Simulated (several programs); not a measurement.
A 6-atom cell of WSe2 (P6_3/mmc) from a materials database, relaxed with r2SCAN+rVV10 in Ansatz, was computed with several methods. Space group P6_3/mmc (No. 194), hexagonal; a = 3.300 Å, c = 13.149 Å in the conventional setting, 20.66 Å³ an atom. W has 6 Se at 2.53 Å; Se has 3 W at 2.53 Å. No spin polarisation and no zero-point or thermal motion.

Space group P6_3/mmc (No. 194). a = 3.300 Å, b = 3.300 Å, c = 13.149 Å, α = 90.00°, β = 90.00°, γ = 120.00°
```csv
atom,site,symmetry,x,y,z
W,2c,-6m2,0.6667,0.3333,0.7500
Se,4f,3m.,0.3333,0.6667,0.8767
```

Gaps and times are for a single point on this cell; volume and bulk modulus come from each method's own relaxation or energy curve at fixed shape, which is too stiff where a cell has free coordinates or axes. Times are rough, from shared hosts (Arm Neoverse V2; Intel Xeon Platinum 8259CL CPU @ 2.50GHz), and each method has its own mesh and cell size. A double dagger marks a value from a curve with shape and coordinates held. A star marks a curve whose lowest point is an end point. GFN1-xTB (tblite), GFN2-xTB (tblite) treat a cluster of cells at its zone centre, which samples few k points: where these miss a band edge, the gap comes out too large for that reason alone. Gaps from k meshes are read at a limited set of points (mesh, symmetry points, PBE's band edges), so each method's own least gap may be somewhat smaller. xTB and the PM methods were fitted mostly to molecules, and can miss a solid's gap by electronvolts. Minimal bases can be far off for gaps. Times of the plane-wave ladder aren't listed, since it ran on unlike processors and cards. Curves at held shape can't give the bulk modulus of a layered or molecular crystal, so none is listed. d marks a direct gap, i an indirect one (no mark: not told apart), a dash a value that wasn't computed or didn't pass its checks.

```tsv
method	kind	gap (eV)	own volume (Å³/atom)	bulk modulus (GPa)	atoms computed	processor time
PBE-D3(BJ)	semilocal	–	19.84	–	6	–
r2SCAN+rVV10	semilocal	–	20.66	–	6	–
PBE-D4	semilocal	–	19.92	–	6	–
GFN1-xTB (tblite)	tight binding	1.99	20.28‡	–	cluster	2.8 s
light PBE (260 eV and a coarse mesh)	light plane-wave	1.03 i	–	–	6	3 s
GFN2-xTB (tblite)	tight binding	0.92	21.00‡	–	cluster	5.4 s
PBE/SZV (CP2K)	small basis	0.85 i	22.96*‡	–	6	12 s
PBE	semilocal	1.02 i	–	–	6	–
LDA	semilocal	0.96 i	–	–	6	–
PBE/DZVP (CP2K)	small basis	1.03 i	21.27‡	–	6	29 s
r2SCAN	semilocal	1.14 i	–	–	6	–
PBE+SOC	semilocal	0.95 i	–	–	6	–
LC-ωPBE	hybrid	5.45 i	–	–	6	–
HSE06	hybrid	1.50 i	–	–	6	–
PBE0	hybrid	2.15 i	–	–	6	–
DDH-PBE0	hybrid	1.38 i	–	–	6	–
```

Question: How far from the measured values lie the methods that can be set against them?

Answer:
- Volume, measured 20.26 Å³ an atom: PBE-D3(BJ) -2.1 %, r2SCAN+rVV10 +2.0 %, PBE-D4 -1.7 %.
The calculations are for a static lattice; samples hold vibrations, temperature and, in optical gaps, excitons. A measured value is shown where most reports agree with it, and only for the quantities listed. Sources: 20.26 Å³ an atom (from the lattice constants; in-plane a, pristine; “Intrinsic p-type W-based transition metal dichalcogenide by substitutional Ta-doping”; 2017; arxiv:1707.05197).

Only the rows marked +SOC include spin-orbit coupling.
